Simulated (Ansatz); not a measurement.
# GeH2S: the cost of one run

Computed with Ansatz 0.2.0, Gaussian basis. Level: PBE0-D4/def2-TZVP structures, single points in def2-TZVPP, no counterpoise correction.

Levels: SPW92, PBE-D4, BLYP-D4, r2SCAN-D4, B97M-V, PBE0-D4, B3LYP-D4, r2SCAN0-D4, BHLYP-D4, CAM-B3LYP-D4, wB97X-V, wB97M-V, B2PLYP, PBE-QIDH, RPA on PBE, Hartree-Fock, MP2, CCSD, CCSD(T).

Correlated methods freeze the cores. Filled d shells of the heavier atoms are correlated. B3LYP uses VWN-RPA correlation. B2PLYP carries no dispersion term here.

57 further runs of the same task are left out: 1 that didn't finish, 56 set aside as unsound or not needed.

## 1. The system as given

The complex: 7 atoms, charge 0, spin multiplicity 1.

Atoms are counted from 1 here; the program's logs count them from 0.

Bond lengths: Ge1–S3 2.046 Å, Ge1–H5 1.545 Å, Ge1–H6 1.545 Å, S2–H4 1.345 Å, S2–H7 1.345 Å. Angles: S3–Ge1–H5 124.2°, S3–Ge1–H6 124.2°, H5–Ge1–H6 109.0°, H4–S2–H7 91.9°.

Coordinates:

```mol
GeH4S2
  3D, bonds by distance, orders not assigned

  7  5  0  0  0  0  0  0  0  0999 V2000
   -1.0794    0.1479    0.2192 Ge  0  0
    1.5261   -0.5172    0.3401 S   0  0
   -1.2660    1.0526   -1.6068 S   0  0
    1.8270    0.7160   -0.1039 H   0  0
   -0.9581    0.9100    1.5576 H   0  0
   -1.4779   -1.3166    0.5077 H   0  0
    1.4281   -0.9927   -0.9140 H   0  0
  1  3  8  0
  1  5  8  0
  1  6  8  0
  2  4  8  0
  2  7  8  0
M  END
```

Its parts: GeH₂S holds atoms 1, 3, 5, 6; H₂S holds atoms 2, 4, 7. Each part counts its atoms afresh in its own runs.

## 2. Relaxing GeH₂S alone

The input, relax-a/in.yaml:

```yaml
crystal:
  periodic: [false, false, false]
  atoms:
    - {symbol: Ge, position_ang: [-1.079359, 0.147897, 0.219186]}
    - {symbol: S, position_ang: [-1.265959, 1.052613, -1.606845]}
    - {symbol: H, position_ang: [-0.958100, 0.909995, 1.557633]}
    - {symbol: H, position_ang: [-1.477901, -1.316563, 0.507713]}
basis:
  gaussian: {orbitals: def2-TZVP}
hamiltonian: {xc: pbe0, dispersion: d4}
relax: {f_tol: 0.005, max_steps: 200}
```

The run is started by

```sh
> ansatz run in.yaml --threads 4 --pin off --events-out ev --progress --plain --max-ram 9574MiB
```

**Question.** How long does this run take on 4 threads of Arm Neoverse V1, shared host?

About 4.3 s.
